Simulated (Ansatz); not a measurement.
CoNiO2 from CoO and NiO, a reaction energy

Run with Ansatz 0.2.0, Python API.

`conio2_reaction.py`:
```python
# -*- coding: utf-8 -*-
'''Reaction energy of CoNiO2 from CoO and NiO, at the given cells.'''

from collections import Counter
import warnings

import ansatz as az
import numpy as np
from pymatgen.analysis.reaction_calculator import ComputedReaction
from pymatgen.entries.computed_entries import ComputedEntry

PHASES = {
    'CoNiO2 P4/mmm': (
        [[3.01433, 0.0, 0.0], [0.0, 3.01433, 0.0], [0.0, 0.0, 4.22229]],
        [
            ('Co', [0.5, 0.5, 0.5]),
            ('Ni', [0.0, 0.0, 0.0]),
            ('O', [0.5, 0.5, 0.0]),
            ('O', [0.0, 0.0, 0.5]),
        ],
    ),
    'CoO Fm-3m': (
        [[0.0, 2.1315, 2.1315], [2.1315, 0.0, 2.1315], [2.1315, 2.1315, 0.0]],
        [
            ('Co', [0.0, 0.0, 0.0]),
            ('O', [0.5, 0.5, 0.5]),
        ],
    ),
    'NiO Fm-3m': (
        [[0.0, 2.0859, 2.0859], [2.0859, 0.0, 2.0859], [2.0859, 2.0859, 0.0]],
        [
            ('Ni', [0.0, 0.0, 0.0]),
            ('O', [0.5, 0.5, 0.5]),
        ],
    ),
}
MOMENTS = {'Co': 2.5, 'Ni': 1.5}  # parallel starting moments in muB


def build(vectors, sites):
    crystal = az.Crystal(lattice=az.Lattice.of(vectors))
    for symbol, position in sites:
        crystal = crystal.atom(symbol, position)
    return crystal


def run_phase(name, crystal):
    calc = (
        crystal.calculation()
        .functional('pbesol')
        .basis(530, xc_grid=1)
        .scf(tolerance=1e-07, max_iterations=150, extra_bands=12, algorithm='density_mixing')
        .kpoints(spacing=0.3)
        .occupations('fermi_dirac', width=0.1)
        .spin('collinear')
        .stress()
    )
    return calc.run(threads=1, pin='off')


def counts(outcome):
    return Counter(site.symbol for site in outcome.lattice.sites)


def volume_per_atom(outcome):
    return abs(np.linalg.det(outcome.lattice.cell_ang)) / len(outcome.lattice.sites)

warnings.simplefilter('ignore')

phases = {name: build(*cell) for name, cell in PHASES.items()}
for name in ['CoNiO2 P4/mmm', 'CoO Fm-3m', 'NiO Fm-3m']:
    phases[name] = phases[name].moments({e: m for e, m in MOMENTS.items() if e in phases[name].species()})

done = {}
for name, crystal in phases.items():
    done[name] = run_phase(name, crystal)
    print(f'{name}: {done[name].report["energy_sigma0_ev"]:.4f} eV, {len(done[name].lattice.sites)} atoms')

entry = {name: ComputedEntry(dict(counts(o)), o.report['energy_sigma0_ev']) for name, o in done.items()}
reaction = ComputedReaction([entry['CoO Fm-3m'], entry['NiO Fm-3m']], [entry['CoNiO2 P4/mmm']])
reaction.normalize_to(entry['CoNiO2 P4/mmm'].composition.reduced_composition)
print(reaction)
print('energy per formula unit of the product:', round(reaction.calculated_reaction_energy, 4), 'eV')
for name, o in done.items():
    print(f'  {name:18s} {volume_per_atom(o):7.3f} A^3/atom')
```

Output of `python conio2_reaction.py`:
```text
CoNiO2 P4/mmm: -12016.4197 eV, 4 atoms
CoO Fm-3m: -5652.2555 eV, 2 atoms
NiO Fm-3m: -6364.2674 eV, 2 atoms
CoO + NiO -> CoNiO2
energy per formula unit of the product: 0.1032 eV
  CoNiO2 P4/mmm        9.591 A^3/atom
  CoO Fm-3m            9.684 A^3/atom
  NiO Fm-3m            9.076 A^3/atom
```

Notes:
- These settings explore the input space; cutoff and mesh may be short of convergence.
- The magnetic order follows from the starting moments and needn't be the lowest.
- For the metals among these phases the mesh is modest: differences between phases can be off by up to 40 meV an atom.
- The program warned that this SCF threshold is loose for forces or stresses.
- Without a Hubbard U or exact exchange, semilocal functionals often make such 3d compounds metallic or too weakly gapped.
- The cells come from databases of deposited and of computed structures, and not all need be stable phases.
- The reactants and the product are the structures named, not necessarily the lowest of each compound, so sign and change of volume hang on that choice. Magnetic phases start from parallel moments and may not end in their lowest magnetic state. A semilocal functional's error on such energies is often 0.05 to 0.1 eV an atom, and 0.1 to 0.3 eV against gases such as O2 or F2.
- The script silences warnings, which a real study should read.
- It ran for 21 s on 1 thread of Arm Neoverse V1, with other jobs on the host, peak memory 0.59 GiB.
